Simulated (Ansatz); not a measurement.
Write a Python script for the Ansatz DFT code, driven from Python that makes an atomisation energy of CH2ClNSe, SMILES NC(Cl)=[Se]. Level of theory (for the species named): PBE0, 6-31G* basis, multiplicity 1.

```xyz
6

N    -0.5503    0.5284    0.2096
C     0.3971   -0.4112   -0.0544
Cl    1.1671   -1.2213    1.2624
Se    0.9611   -0.8392   -2.0194
H    -0.8648    0.8116    1.1587
H    -1.0680    1.0677   -0.6032
```

Script `tae_ch2clnse.py`:
```python
from collections import Counter

import ansatz as az


def single_point(molecule, charge=0, unpaired=0):
    calc = (
        molecule.calculation()
        .basis(gaussian="6-31G*")
        .functional("PBE0")
    )
    if charge:
        calc = calc.charge(charge)
    if unpaired:
        calc = calc.spin("collinear", total=unpaired)
    return calc.run(threads=1).report["free_energy_ev"]

geometry_ang = [
    ("N", (-0.5503, 0.5284, 0.2096)),
    ("C", (0.3971, -0.4112, -0.0544)),
    ("Cl", (1.1671, -1.2213, 1.2624)),
    ("Se", (0.9611, -0.8392, -2.0194)),
    ("H", (-0.8648, 0.8116, 1.1587)),
    ("H", (-1.068, 1.0677, -0.6032)),
]
geometry = az.Crystal.molecule()
for symbol, xyz in geometry_ang:
    geometry = geometry.atom(symbol, xyz)

unpaired = {"N": 3, "C": 2, "Cl": 1, "Se": 2, "H": 1}
counts = Counter(site.symbol for site in geometry.cartesian_sites)
atom_energy = {s: single_point(az.Crystal.molecule().atom(s, (0, 0, 0)), 0, unpaired[s]) for s in counts}
whole = single_point(geometry, 0, 0)
for s, e in atom_energy.items():
    print(f"{s:2s} x{counts[s]}  {e:14.5f} eV")
print(f"CH2ClNSe: {whole:.5f} eV")
split = sum(counts[s] * e for s, e in atom_energy.items()) - whole
print(f"atomisation energy (no zero-point term): {split:.3f} eV, {split / sum(counts.values()):.3f} eV an atom")
```

Output of `python tae_ch2clnse.py`:
```text
N  x1     -1483.72008 eV
C  x1     -1028.41225 eV
Cl x1    -12516.36223 eV
Se x1    -65332.21181 eV
H  x2       -13.58146 eV
CH2ClNSe: -80407.28015 eV
atomisation energy (no zero-point term): 19.411 eV, 3.235 eV an atom
```

19.411 eV from the electronic energies, without the zero-point term.

Reading the output:
- Total energies depend on the basis set; only differences at equal settings carry meaning.
- The geometry is a force-field or estimated start, not a minimum of this method, and the basis set is short of its limit. All parts are taken at fixed geometry, without zero-point energy.
- The spin-orbit lowering of heavy atoms is left out.
- It ran for 3.2 s on 1 thread of Intel(R) Xeon(R) 6975P-C (Granite Rapids), on a shared host, peak memory 0.24 GiB.

(Lines on the test bed's own set-up are left out of the output.)
